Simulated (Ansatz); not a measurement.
# TiAl: the cost of one run

Method: DFT PBEsol, scalar-relativistic, plane waves, PAW, in Ansatz 0.2.0.

### 1 Starting point

Symmetry: P-6m2, No. 187, hexagonal system. Conventional cell: a = 2.867 Å, b = 2.867 Å, c = 4.678 Å, α = 90.00°, β = 90.00°, γ = 120.00°. Around Ti (site symmetry -6m2) lie 6 Al at 2.87 Å and 6 Ti at 2.87 Å. Al (site symmetry -6m2) is surrounded by 6 Ti at 2.87 Å and 6 Al at 2.87 Å.

As a file:

```
Ti Al
1.0
     2.86726    0.00000    0.00000
    -1.43363    2.48312    0.00000
     0.00000    0.00000    4.67808
Ti Al
1 1
Cartesian
  0.0000 0.0000 0.0000
  0.0000 1.6554 2.3390
```

It goes back to an entry of the Materials Project, which need not be the stable form.

The cell is taken as given, not relaxed at this level.

### 2 Zero of energy

The reference gives a free energy of -2998.9539 eV, pressure -2.83 GPa, largest force 0.000 eV/Å and gap on the mesh none (metal). It was computed beforehand with the settings of the runs below.

### 3 Setting up an axial (c/a) deformation path

At fixed volume and fractional coordinates, lengths along (0.000, 0.000, 1.000) are scaled against those across it; ρ is that ratio over its starting value.

### 4 At ρ = 0.850

input.yaml reads:

```yaml
crystal:
  lattice:
    - [3.0268746698, 0.0, 0.0]
    - [-1.5134373349, 2.6213503582, 0.0]
    - [0.0, 0.0, 4.1977239328]
  atoms:
    - { symbol: Ti, position: [0.0, 0.0, 0.0] }
    - { symbol: Al, position: [0.3333333333, 0.6666666667, 0.5] }
basis:
  ecutwfc: 420
kpoints:
  mp_grid: { grid: [24, 24, 12] }
hamiltonian:
  xc: pbesol
scf:
  occupations: { method: gaussian, width: 0.15 }
output:
  forces: true
  stress: true
  eigenvalues: true
```

Started as:

```
ansatz run input.yaml --threads 1 --pin off --max-ram 2560MiB --backend cpu --events-out ev --progress --plain --runs-dir out
```

What time and memory should one allow on 1 thread of AMD EPYC 7R43 (Zen 3), shared host?

About 13 s, with a peak of 0.56 GiB.
